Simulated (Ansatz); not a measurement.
A nudged elastic band was laid between two geometries of a periodic cell of 63 atoms, C (host C, host structure diamond, one C atom removed), cell charge -2.

All numbers below come from Ansatz, DFT PBE, scalar-relativistic, plane waves, PAW. Settings: PAW set soft_1, cutoff 420 eV, k mesh 2x2x2, gaussian smearing 0.05 eV, no spin polarisation.

| Quantity | Value |
| --- | --- |
| movable images | 5 |
| climbing image | yes |
| spring | 5.0 eV/Å² |
| optimiser | quadratic models (default) |
| start path | straight line |
| force threshold | 0.05 eV/Å |
| iteration limit | 75 |
| end points | relaxed |

Initial state:

```xyz
63
Lattice="7.1400 0.0000 0.0000 0.0000 7.1400 0.0000 0.0000 0.0000 7.1400" Properties=species:S:1:pos:R:3
C 3.576 0.008 0.006
C 4.471 0.904 0.910
C 5.355 1.787 0.000
C 6.239 2.671 0.910
C 5.371 0.017 1.810
C 6.318 0.824 2.650
C -0.006 0.008 -0.006
C 0.896 0.900 0.889
C 1.785 1.787 0.000
C 2.675 2.675 0.889
C 3.576 3.566 -0.006
C 4.467 4.468 0.889
C 5.355 5.357 0.000
C 6.243 6.247 0.889
C 1.787 0.005 1.788
C 2.682 0.897 2.682
C 3.584 1.803 1.810
C 4.392 2.751 2.650
C 5.339 3.558 1.811
C 6.245 4.460 2.682
C 3.571 0.003 3.582
C 4.392 0.824 4.491
C 6.318 2.751 4.491
C 5.339 0.017 5.330
C 6.239 0.904 6.230
C -0.006 3.566 0.006
C 0.889 4.462 0.895
C 1.785 5.357 0.000
C 2.681 6.253 0.895
C -0.014 1.772 1.810
C 0.888 2.678 2.682
C 1.783 3.570 1.788
C 2.667 4.475 2.684
C 3.573 5.359 1.788
C 4.465 6.254 2.682
C -0.001 0.003 3.559
C 0.888 0.897 4.459
C 1.785 1.787 3.570
C 2.682 2.678 4.459
C 3.571 3.571 3.559
C 4.465 4.460 4.459
C 5.355 5.357 3.570
C 6.245 6.254 4.459
C 1.783 0.005 5.353
C 2.675 0.900 6.252
C 3.584 1.772 5.330
C 4.471 2.671 6.230
C 5.371 3.558 5.330
C 6.243 4.468 6.252
C -0.003 5.355 1.788
C 0.903 6.240 2.684
C -0.001 3.571 3.582
C 0.903 4.475 4.457
C 1.785 5.357 3.570
C 2.667 6.240 4.457
C -0.014 1.803 5.330
C 0.896 2.675 6.252
C 1.787 3.570 5.353
C 2.681 4.462 6.246
C 3.573 5.355 5.353
C 4.467 6.247 6.252
C -0.003 5.359 5.353
C 0.889 6.253 6.246
```

Final state:

Only the atoms that move by more than 0.05 Å are listed.
```
C6 6.233 0.906 2.691
C18 4.476 2.663 2.691
C22 4.476 0.906 4.448
C23 5.296 1.726 3.511
C48 5.296 3.629 5.414
C52 0.059 3.629 3.511
C56 0.059 1.726 5.414
```

(1) What changes between the two ends?

(2) What energy profile does the band end with?

(3) What is the geometry of the highest image?

Results:

(1) The atom that moves furthest is C23, by 1.75 Å; four of its nearest neighbours are C52 1.47, C48 1.50, C56 1.50, C53 2.44 Å at the first end and C6 1.49, C18 1.49, C22 1.49, C17 2.45 Å at the last.

(2) It converged. The highest image is number 3 of 0 to 6, 1.93 eV above the first end and 1.91 eV above the last; the last end lies 0.02 eV above the first. By the program's own check the climbing image is a first-order saddle point (lowest curvatures found: -7.20 and 1.68 eV/Å²). Limits of this set-up: coarse k mesh, no spin, though dangling bonds at a vacancy may carry it, a typed lattice constant that wasn't relaxed here, charged cell in a uniform background, uncorrected.

```json
{"image": "0", "path coordinate (Å)": "0.00", "energy (eV)": "0.00", "C23–C48 (Å)": "1.50", "C23–C52 (Å)": "1.47", "C23–C56 (Å)": "1.50"}
{"image": "1", "path coordinate (Å)": "0.35", "energy (eV)": "0.58", "C23–C48 (Å)": "1.63", "C23–C52 (Å)": "1.52", "C23–C56 (Å)": "1.56"}
{"image": "2", "path coordinate (Å)": "0.69", "energy (eV)": "1.57", "C23–C48 (Å)": "1.87", "C23–C52 (Å)": "1.62", "C23–C56 (Å)": "1.68"}
{"image": "3", "path coordinate (Å)": "1.04", "energy (eV)": "1.93", "C23–C48 (Å)": "2.15", "C23–C52 (Å)": "1.73", "C23–C56 (Å)": "1.92"}
{"image": "4", "path coordinate (Å)": "1.38", "energy (eV)": "1.53", "C23–C48 (Å)": "2.32", "C23–C52 (Å)": "2.04", "C23–C56 (Å)": "2.20"}
{"image": "5", "path coordinate (Å)": "1.73", "energy (eV)": "0.53", "C23–C48 (Å)": "2.55", "C23–C52 (Å)": "2.37", "C23–C56 (Å)": "2.46"}
{"image": "6", "path coordinate (Å)": "2.07", "energy (eV)": "0.02", "C23–C48 (Å)": "2.69", "C23–C52 (Å)": "2.69", "C23–C56 (Å)": "2.69"}
```

(3) 
```xyz
63
Lattice="7.1400 0.0000 0.0000 0.0000 7.1400 0.0000 0.0000 0.0000 7.1400" Properties=species:S:1:pos:R:3
C 3.577 0.012 0.022
C 4.480 0.918 0.921
C 5.361 1.796 -0.006
C 6.247 2.681 0.882
C 5.371 0.068 1.851
C 6.349 0.985 2.755
C -0.004 -0.007 0.003
C 0.903 0.889 0.881
C 1.778 1.780 -0.007
C 2.682 2.686 0.898
C 3.553 3.570 0.003
C 4.455 4.482 0.885
C 5.344 5.372 0.017
C 6.249 6.275 0.919
C 1.799 0.005 1.792
C 2.704 0.904 2.695
C 3.614 1.811 1.827
C 4.508 2.768 2.697
C 5.341 3.602 1.764
C 6.244 4.467 2.648
C 3.591 0.021 3.603
C 4.451 0.869 4.547
C 5.943 2.221 3.873
C 5.333 -0.010 5.373
C 6.248 0.877 6.239
C -0.018 3.562 -0.026
C 0.886 4.460 0.879
C 1.778 5.351 -0.003
C 2.681 6.254 0.900
C 0.040 1.784 1.764
C 0.914 2.682 2.638
C 1.796 3.576 1.774
C 2.675 4.472 2.682
C 3.574 5.374 1.796
C 4.474 6.276 2.702
C 0.031 -0.004 3.574
C 0.914 0.862 4.476
C 1.795 1.785 3.570
C 2.684 2.670 4.456
C 3.579 3.587 3.569
C 4.446 4.474 4.485
C 5.356 5.358 3.577
C 6.242 6.246 4.462
C 1.793 -0.016 5.363
C 2.675 0.896 6.263
C 3.574 1.772 5.366
C 4.452 2.695 6.245
C 5.270 3.601 5.374
C 6.214 4.446 6.229
C -0.002 5.364 1.779
C 0.899 6.240 2.679
C -0.076 3.480 3.468
C 0.827 4.397 4.446
C 1.760 5.331 3.568
C 2.663 6.235 4.474
C -0.025 1.695 5.305
C 0.847 2.655 6.201
C 1.756 3.547 5.336
C 2.656 4.454 6.240
C 3.549 5.361 5.359
C 4.458 6.244 6.269
C -0.024 5.329 5.345
C 0.882 6.232 6.243
```

The run took 49 min on 4 threads of Arm Neoverse V1, on a shared host, peak memory 3.9 GiB.
